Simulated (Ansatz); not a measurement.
Born–Oppenheimer molecular dynamics of a periodic cell of 40 atoms, ReH₄NO₄ (host ReH4NO4, host structure I4_1/a). It starts from an unrelaxed structure (largest force component 1.17 eV/Å).

Method: DFT PBEsol, scalar-relativistic, plane waves, PAW in Ansatz. Settings: cutoff 420 eV, k mesh 2x2x1, fermi-dirac smearing 0.05 eV, no spin polarisation.

```yaml
ensemble: NVT, Nosé–Hoover chain
time_step: 0.5 fs
steps_asked: 60
set_temperature: 500 K
starting_velocities: zero
thermostat: time constant 100 fs, chain length 1
seed: 391410
```

Frames 2.5 fs apart, positions in Å.

Velocities at 15.0 fs (Å/ps):

```
Re 0.00 0.00 0.00
Re 0.00 0.00 0.00
H -1.30 -1.81 -5.23
H 1.81 -1.30 -5.23
H 1.30 1.81 -5.23
H -1.81 1.30 -5.23
H 1.30 1.81 5.23
H -1.81 1.30 5.23
H -1.30 -1.81 5.23
H 1.81 -1.30 5.23
N 0.00 0.00 0.00
N 0.00 0.00 0.00
O -1.75 -1.78 0.58
O 1.78 -1.75 0.58
O 1.75 1.78 0.58
O -1.78 1.75 0.58
O 1.75 1.78 -0.58
O -1.78 1.75 -0.58
O -1.75 -1.78 -0.58
O 1.78 -1.75 -0.58
Re 0.00 0.00 0.00
Re 0.00 0.00 0.00
H -1.30 -1.81 -5.23
H 1.81 -1.30 -5.23
H 1.30 1.81 -5.23
H -1.81 1.30 -5.23
H 1.30 1.81 5.23
H -1.81 1.30 5.23
H -1.30 -1.81 5.23
H 1.81 -1.30 5.23
N 0.00 0.00 0.00
N 0.00 0.00 0.00
O -1.75 -1.78 0.58
O 1.78 -1.75 0.58
O 1.75 1.78 0.58
O -1.78 1.75 0.58
O 1.75 1.78 -0.58
O -1.78 1.75 -0.58
O -1.75 -1.78 -0.58
O 1.78 -1.75 -0.58
```

```xyz
40
Lattice="6.1155 0.0000 0.0000 0.0000 6.1155 0.0000 0.0000 0.0000 12.7279" Properties=species:S:1:pos:R:3 time_fs=15.0 energy_less_start_eV=-0.108 T=23
Re 3.058 0.000 3.182
Re 0.000 0.000 6.364
H 5.854 2.262 3.796
H 0.796 5.854 0.614
H 0.261 3.853 3.796
H 5.320 0.261 0.614
H 3.319 3.853 5.750
H 5.320 3.319 2.568
H 2.797 2.262 5.750
H 0.796 2.797 2.568
N 0.000 3.058 3.182
N 0.000 0.000 0.000
O 4.262 0.717 2.203
O 5.399 1.204 5.385
O 1.854 5.399 2.203
O 3.775 1.854 11.749
O 1.854 2.341 0.979
O 3.775 4.912 4.161
O 1.204 0.717 7.343
O 2.341 1.204 4.161
Re 0.000 3.058 9.546
Re 3.058 3.058 0.000
H 2.797 5.320 10.160
H 3.853 2.797 6.978
H 3.319 0.796 10.160
H 2.262 3.319 6.978
H 0.261 0.796 12.114
H 2.262 0.261 8.932
H 5.854 5.320 12.114
H 3.853 5.854 8.932
N 3.058 0.000 9.546
N 3.058 3.058 6.364
O 1.204 3.775 8.567
O 2.341 4.262 11.749
O 4.912 2.341 8.567
O 0.717 4.912 5.385
O 4.912 5.399 7.343
O 0.717 1.854 10.525
O 4.262 3.775 0.979
O 5.399 4.262 10.525
40
Lattice="6.1155 0.0000 0.0000 0.0000 6.1155 0.0000 0.0000 0.0000 12.7279" Properties=species:S:1:pos:R:3 time_fs=17.5 energy_less_start_eV=-0.034 T=8
Re 3.058 0.000 3.182
Re 0.000 0.000 6.364
H 5.850 2.255 3.786
H 0.803 5.850 0.604
H 0.265 3.861 3.786
H 5.312 0.265 0.604
H 3.323 3.861 5.760
H 5.312 3.323 2.578
H 2.793 2.255 5.760
H 0.803 2.793 2.578
N 0.000 3.058 3.182
N 0.000 0.000 0.000
O 4.260 0.714 2.203
O 5.402 1.202 5.385
O 1.856 5.402 2.203
O 3.771 1.856 11.749
O 1.856 2.344 0.979
O 3.771 4.914 4.161
O 1.202 0.714 7.343
O 2.344 1.202 4.161
Re 0.000 3.058 9.546
Re 3.058 3.058 0.000
H 2.793 5.312 10.150
H 3.861 2.793 6.968
H 3.323 0.803 10.150
H 2.255 3.323 6.968
H 0.265 0.803 12.124
H 2.255 0.265 8.942
H 5.850 5.312 12.124
H 3.861 5.850 8.942
N 3.058 0.000 9.546
N 3.058 3.058 6.364
O 1.202 3.771 8.567
O 2.344 4.260 11.749
O 4.914 2.344 8.567
O 0.714 4.914 5.385
O 4.914 5.402 7.343
O 0.714 1.856 10.525
O 4.260 3.771 0.979
O 5.402 4.260 10.525
40
Lattice="6.1155 0.0000 0.0000 0.0000 6.1155 0.0000 0.0000 0.0000 12.7279" Properties=species:S:1:pos:R:3 time_fs=20.0 energy_less_start_eV=-0.134 T=28
Re 3.058 0.000 3.182
Re 0.000 0.000 6.364
H 5.846 2.248 3.784
H 0.810 5.846 0.603
H 0.269 3.868 3.784
H 5.305 0.269 0.603
H 3.327 3.868 5.761
H 5.305 3.327 2.579
H 2.789 2.248 5.761
H 0.810 2.789 2.579
N 0.000 3.058 3.182
N 0.000 0.000 0.000
O 4.262 0.713 2.198
O 5.403 1.205 5.380
O 1.853 5.403 2.198
O 3.771 1.853 11.744
O 1.853 2.345 0.984
O 3.771 4.911 4.166
O 1.205 0.713 7.348
O 2.345 1.205 4.166
Re 0.000 3.058 9.546
Re 3.058 3.058 0.000
H 2.789 5.305 10.148
H 3.868 2.789 6.966
H 3.327 0.810 10.148
H 2.248 3.327 6.966
H 0.269 0.810 12.125
H 2.248 0.269 8.943
H 5.846 5.305 12.125
H 3.868 5.846 8.943
N 3.058 0.000 9.546
N 3.058 3.058 6.364
O 1.205 3.771 8.562
O 2.345 4.262 11.744
O 4.911 2.345 8.562
O 0.713 4.911 5.380
O 4.911 5.403 7.348
O 0.713 1.853 10.530
O 4.262 3.771 0.984
O 5.403 4.262 10.530
40
Lattice="6.1155 0.0000 0.0000 0.0000 6.1155 0.0000 0.0000 0.0000 12.7279" Properties=species:S:1:pos:R:3 time_fs=22.5 energy_less_start_eV=-0.343 T=70
Re 3.058 0.000 3.182
Re 0.000 0.000 6.364
H 5.846 2.251 3.788
H 0.807 5.846 0.606
H 0.270 3.865 3.788
H 5.309 0.270 0.606
H 3.328 3.865 5.758
H 5.309 3.328 2.576
H 2.788 2.251 5.758
H 0.807 2.788 2.576
N 0.000 3.058 3.182
N 0.000 0.000 0.000
O 4.269 0.714 2.190
O 5.401 1.211 5.372
O 1.846 5.401 2.190
O 3.772 1.846 11.736
O 1.846 2.344 0.992
O 3.772 4.904 4.174
O 1.211 0.714 7.356
O 2.344 1.211 4.174
Re 0.000 3.058 9.546
Re 3.058 3.058 0.000
H 2.788 5.309 10.152
H 3.865 2.788 6.970
H 3.328 0.807 10.152
H 2.251 3.328 6.970
H 0.270 0.807 12.122
H 2.251 0.270 8.940
H 5.846 5.309 12.122
H 3.865 5.846 8.940
N 3.058 0.000 9.546
N 3.058 3.058 6.364
O 1.211 3.772 8.554
O 2.344 4.269 11.736
O 4.904 2.344 8.554
O 0.714 4.904 5.372
O 4.904 5.401 7.356
O 0.714 1.846 10.538
O 4.269 3.772 0.992
O 5.401 4.269 10.538
40
Lattice="6.1155 0.0000 0.0000 0.0000 6.1155 0.0000 0.0000 0.0000 12.7279" Properties=species:S:1:pos:R:3 time_fs=25.0 energy_less_start_eV=-0.474 T=97
Re 3.058 0.000 3.182
Re 0.000 0.000 6.364
H 5.848 2.262 3.795
H 0.795 5.848 0.613
H 0.268 3.853 3.795
H 5.320 0.268 0.613
H 3.325 3.853 5.751
H 5.320 3.325 2.569
H 2.790 2.262 5.751
H 0.795 2.790 2.569
N 0.000 3.058 3.182
N 0.000 0.000 0.000
O 4.278 0.717 2.180
O 5.399 1.221 5.362
O 1.837 5.399 2.180
O 3.774 1.837 11.726
O 1.837 2.341 1.002
O 3.774 4.895 4.184
O 1.221 0.717 7.366
O 2.341 1.221 4.184
Re 0.000 3.058 9.546
Re 3.058 3.058 0.000
H 2.790 5.320 10.159
H 3.853 2.790 6.977
H 3.325 0.795 10.159
H 2.262 3.325 6.977
H 0.268 0.795 12.115
H 2.262 0.268 8.933
H 5.848 5.320 12.115
H 3.853 5.848 8.933
N 3.058 0.000 9.546
N 3.058 3.058 6.364
O 1.221 3.774 8.544
O 2.341 4.278 11.726
O 4.895 2.341 8.544
O 0.717 4.895 5.362
O 4.895 5.399 7.366
O 0.717 1.837 10.548
O 4.278 3.774 1.002
O 5.399 4.278 10.548
```

Of the whole run (30 fs, mean temperature of the second half 53 K): The conserved energy stayed within 0.027 meV per atom of its start (net change -0.01 meV per atom), so the integration is sound. The mean temperature of the second half is 89 % below the set value. A run of 0.03 ps of so small a system gives no equilibrium averages.

Time of the run: 13 min on 2 threads of AMD EPYC 7571, with other jobs on the host, peak memory 1.3 GiB.
